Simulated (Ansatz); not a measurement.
# C7H12: a ladder of functionals and wavefunction methods

One table from this session's results is given with a row withheld; the runs are named, their logs left out.

Computed with Ansatz 0.2.0, Gaussian basis. Level: functionals in def2-TZVPP, the program's frozen cores in correlated methods.

The runs, in order: LDA (SPW92), PBE-D4, revPBE-D4, BLYP-D4, r2SCAN-D4, B97M-V, PBE0-D4, B3LYP-D4, r2SCANh-D4, r2SCAN0-D4, HSE06-D4, BHLYP-D4, CAM-B3LYP-D4, LC-ωPBE, ωB97X-V, ωB97M-V, B2PLYP, PBE-QIDH; CCSD(T)/def2-SVP; CCSD(T)/def2-TZVPP; MP2/def2-QZVPP; extrapolation to the limit; RPA on PBE.

**The geometry**

All runs share one geometry, relaxed beforehand with PBE0-D4 in a triple-zeta def2 set.

SMILES `C1C[C@H]2CC[C@@H]1C2`, 19 atoms, charge 0, spin multiplicity 1.

Atoms are counted from 1 here; the program's logs count them from 0.

Bond lengths: C1–C2 1.551 Å, C1–C6 1.533 Å, C1–H8 1.093 Å, C1–H9 1.093 Å, C2–C3 1.533 Å, C2–H10 1.093 Å, C2–H11 1.093 Å, C3–C4 1.533 Å, C3–C7 1.532 Å, C3–H12 1.091 Å, C4–C5 1.551 Å, C4–H13 1.093 Å, C4–H14 1.093 Å, C5–C6 1.533 Å, C5–H15 1.093 Å, C5–H16 1.093 Å, C6–C7 1.532 Å, C6–H17 1.091 Å and more. Angles: C2–C1–C6 103.1°, C2–C1–H8 112.8°, C2–C1–H9 111.1°, C6–C1–H8 111.9°, C6–C1–H9 110.8°, H8–C1–H9 107.2°, C1–C2–C3 103.1°, C1–C2–H10 111.1°, C1–C2–H11 112.8°, C3–C2–H10 110.8°, C3–C2–H11 111.9°, H10–C2–H11 107.2°, C2–C3–C4 108.3°, C2–C3–C7 101.5°, C2–C3–H12 113.9°, C4–C3–C7 101.5°, C4–C3–H12 113.9°, C7–C3–H12 116.3° and more.

The first run:

Input file in.yaml:

```yaml
crystal:
  periodic: [false, false, false]
  atoms:
    - {symbol: C, position_ang: [-0.622079, 1.386867, -0.227244]}
    - {symbol: C, position_ang: [0.626486, 0.947393, -1.035470]}
    - {symbol: C, position_ang: [1.106004, -0.300430, -0.284726]}
    - {symbol: C, position_ang: [0.106107, -1.433346, -0.544322]}
    - {symbol: C, position_ang: [-1.142221, -0.993850, 0.264259]}
    - {symbol: C, position_ang: [-0.703337, 0.336700, 0.886860]}
    - {symbol: C, position_ang: [0.779022, 0.070173, 1.164922]}
    - {symbol: H, position_ang: [-1.531561, 1.409122, -0.832298]}
    - {symbol: H, position_ang: [-0.486946, 2.387346, 0.191160]}
    - {symbol: H, position_ang: [1.394124, 1.725167, -1.026120]}
    - {symbol: H, position_ang: [0.398474, 0.730109, -2.081671]}
    - {symbol: H, position_ang: [2.142765, -0.569810, -0.492018]}
    - {symbol: H, position_ang: [-0.101628, -1.556237, -1.609914]}
    - {symbol: H, position_ang: [0.495548, -2.386573, -0.178296]}
    - {symbol: H, position_ang: [-2.031291, -0.877191, -0.359986]}
    - {symbol: H, position_ang: [-1.384815, -1.724330, 1.040039]}
    - {symbol: H, position_ang: [-1.307010, 0.645092, 1.741778]}
    - {symbol: H, position_ang: [0.944788, -0.751004, 1.867539]}
    - {symbol: H, position_ang: [1.317561, 0.954793, 1.515497]}
basis:
  gaussian: {orbitals: def2-TZVPP}
hamiltonian: {xc: lda}
output: {orbitals: {seedname: orbitals}}
```

On the command line:

```console
$ ansatz run in.yaml --threads 2 --pin off --events-out ev --progress --plain --max-ram 32768MiB --backend cuda --devices 0, --max-vram 18GiB
```

Among the steps run: LDA; PBE-D4 (GGA); revPBE-D4 (GGA); BLYP-D4 (GGA); r2SCAN-D4 (meta-GGA); B97M-V (meta-GGA); PBE0-D4 (hybrid); B3LYP-D4 (hybrid); r2SCANh-D4 (hybrid); r2SCAN0-D4 (hybrid); HSE06-D4 (hybrid); BHLYP-D4 (hybrid); CAM-B3LYP-D4 (range-separated); LC-ωPBE (range-separated); ωB97X-V (range-separated); ωB97M-V (range-separated); B2PLYP (double hybrid); PBE-QIDH (double hybrid).

One table of the session follows, with a row left open; its other results are not shown here.

It belongs to the step «Frontier levels by functional». 

```
  functional  HOMO (eV)  LUMO (eV)  gap (eV)
 LDA (SPW92)      -6.81       0.09      6.90
      PBE-D4      -6.76       0.25      7.01
   revPBE-D4      -6.72       0.33      7.06
     BLYP-D4      -6.69       0.26      6.95
   r2SCAN-D4      -7.00       0.95      7.96
      B97M-V      -7.16       0.36      7.51
     PBE0-D4      -8.08       1.05      9.13
    B3LYP-D4      -7.91       0.73      8.64
  r2SCANh-D4      -7.49       1.19      8.68
  r2SCAN0-D4      -8.24       1.52      9.76
    HSE06-D4      -7.67       0.68      8.36
    BHLYP-D4      -9.37       1.66     11.03
CAM-B3LYP-D4      -9.49       1.82     11.32
     LC-ωPBE     -10.81       3.11     13.92
     ωB97X-V     -10.49       2.89     13.37
     ωB97M-V          ?          ?         ?
```

Estimate the missing values for ωB97M-V.

**Answer.** HOMO (eV): -10.37; LUMO (eV): 2.47; gap (eV): 12.84. In the column «HOMO (eV)» it lies between ωB97X-V (-10.49) and CAM-B3LYP-D4 (-9.49).
